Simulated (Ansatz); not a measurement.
**NS (Mononitrogen monosulfide): UCCSDTQ/STO-3G**

What is the electronic atomisation energy of NS (Mononitrogen monosulfide) at UCCSDTQ/STO-3G? 

The results are computed with Ansatz 0.2.0.

46 further runs of the same task are left out: 4 that didn't finish, 42 set aside as unsound or not needed.

## 1. The system as given

NS has 2 atoms, charge 0, and is taken as a doublet. SMILES: `[N]=S`. The shape is that of a PBE0-D4/def2-TZVP optimisation.

Bond lengths: N1–S2 1.486 Å.

## 2. A single-point energy at UCCSDTQ/STO-3G

Input file molecule.yaml:

```yaml
crystal:
  periodic: [false, false, false]
  atoms:
    - {symbol: N, position_ang: [-0.000000, -0.000000, -0.011220]}
    - {symbol: S, position_ang: [0.000000, 0.000000, 1.474400]}
basis:
  gaussian:
    orbitals: STO-3G
magnetization:
  spin_polarized: true
  initial_magnetization: 1
correlation:
  method: ccsdtq
  frozen_orbitals: {"N": 1, S: 5}
accuracy: high
scf:
  omitted_lower_state_checks: [cluster_reference, increment]
```

On the command line:

```sh
$ ansatz run molecule.yaml --threads 1 --pin off --max-ram 3480MiB --events-out events.jsonl --progress --plain --runs-dir runs
```

Standard output:

```text
Warning: RAYON_NUM_THREADS=1 ignored (pool sized by the plan → 1); use --threads N
[... 13 lines left out ...]
6 core orbitals not correlated: weight in the atoms' cores, before any rotation towards them, 1.000 or more for the frozen orbitals, at most 0.000 for the correlated occupied ones
[... 32 lines left out ...]
Total energy: -12162.12575480 eV, -446.9498777038 hartree
Checks for a lower state left out: cluster_reference, increment
```

It took 24 s on 1 thread of Arm Neoverse V2, shared host; peak memory 0.26 GiB.

## 3. The N atom at the same level

Input file in.yaml:

```yaml
crystal:
  periodic: [false, false, false]
  atoms:
    - {symbol: "N", position_ang: [0.000000, 0.000000, 0.000000]}
basis:
  gaussian:
    orbitals: STO-3G
magnetization:
  spin_polarized: true
  initial_magnetization: 3
correlation:
  method: ccsdtq
  frozen_orbitals: {"N": 1}
accuracy: high
scf:
  omitted_lower_state_checks: [cluster_reference, increment]
```

On the command line:

```sh
$ ansatz run in.yaml --threads 1 --pin off --max-ram 3480MiB --events-out events.jsonl --progress --plain --runs-dir runs
```

Standard output (excerpt; [...] marks lines left out):

```text
Warning: RAYON_NUM_THREADS=1 ignored (pool sized by the plan → 1); use --threads N
Functional definition: HF
  name "HF"
[...]
15 factors; integrals over basis functions are off by at most 1.1e-9 eV
[...]
mean field -1461.76873496 eV, -53.7190101874 hartree, gradient 0.0e0 eV, S^2 3.750000; 0 other end points of the search recorded, 0 dependent functions left out
1 core orbitals not correlated: weight in the atoms' cores, before any rotation towards them, 1.000 or more for the frozen orbitals, at most 0.000 for the correlated occupied ones
reference -1461.76873496 eV, -53.7190101874 hartree; 4, 1 occupied and 0, 3 virtual orbitals, 15 factors
second order 0.00000000 eV of doubles, 0.00000000 eV of singles
cycle   1  0.00000000 eV  change     0.0e0 eV  update    0.0e0
cycle   2  0.00000000 eV  change     0.0e0 eV  update    0.0e0
Total energy: -1461.76873496 eV, -53.7190101874 hartree
Checks for a lower state left out: cluster_reference, increment
```

Run time: 0.54 s. Hardware: 1 thread of Arm Neoverse V2, shared host.

## 4. The S atom at the same level

Input file input.yaml:

```yaml
crystal:
  periodic: [false, false, false]
  atoms:
    - symbol: S
      position_ang: [0.000000, 0.000000, 0.000000]
basis:
  gaussian:
    orbitals: STO-3G
magnetization:
  spin_polarized: true
  initial_magnetization: 2
correlation:
  method: ccsdtq
  frozen_orbitals: {S: 5}
accuracy: high
scf:
  omitted_lower_state_checks: [cluster_reference, increment]
```

Run the same way, it converges to -393.13022 Eh (log not shown).

## 5. Summary of results

Level: UCCSDTQ/STO-3G, 6 core orbitals frozen.

| quantity | value |
| --- | --- |
| molecule: total energy | -446.94988 Eh |
| molecule: correlation energy (6 core orbitals frozen) | -100.9 mEh |
| molecule: ⟨S²⟩ of the reference determinant | 1.252 |
| molecule: T1 diagnostic | 0.092 |
| N atom: total energy | -53.71901 Eh |
| N atom: correlation energy (1 core orbital frozen) | 0.0 mEh |
| N atom: ⟨S²⟩ of the reference determinant | 3.750 |
| N atom: T1 diagnostic | 0.000 |
| S atom: total energy | -393.13022 Eh |
| S atom: correlation energy (5 core orbitals frozen) | 0.0 mEh |
| S atom: ⟨S²⟩ of the reference determinant | 2.000 |
| S atom: T1 diagnostic | 0.000 |
| electronic atomisation energy | 2.739 eV |

**Reading.** Taking the molecule apart into free atoms costs 2.74 eV (264 kJ/mol), before zero-point energy and without spin-orbit coupling. In a minimal basis such a difference can be off by several eV, whatever the method. ⟨S²⟩ (molecule) is 1.25 where a pure doublet has 0.75: the reference is spin-contaminated.
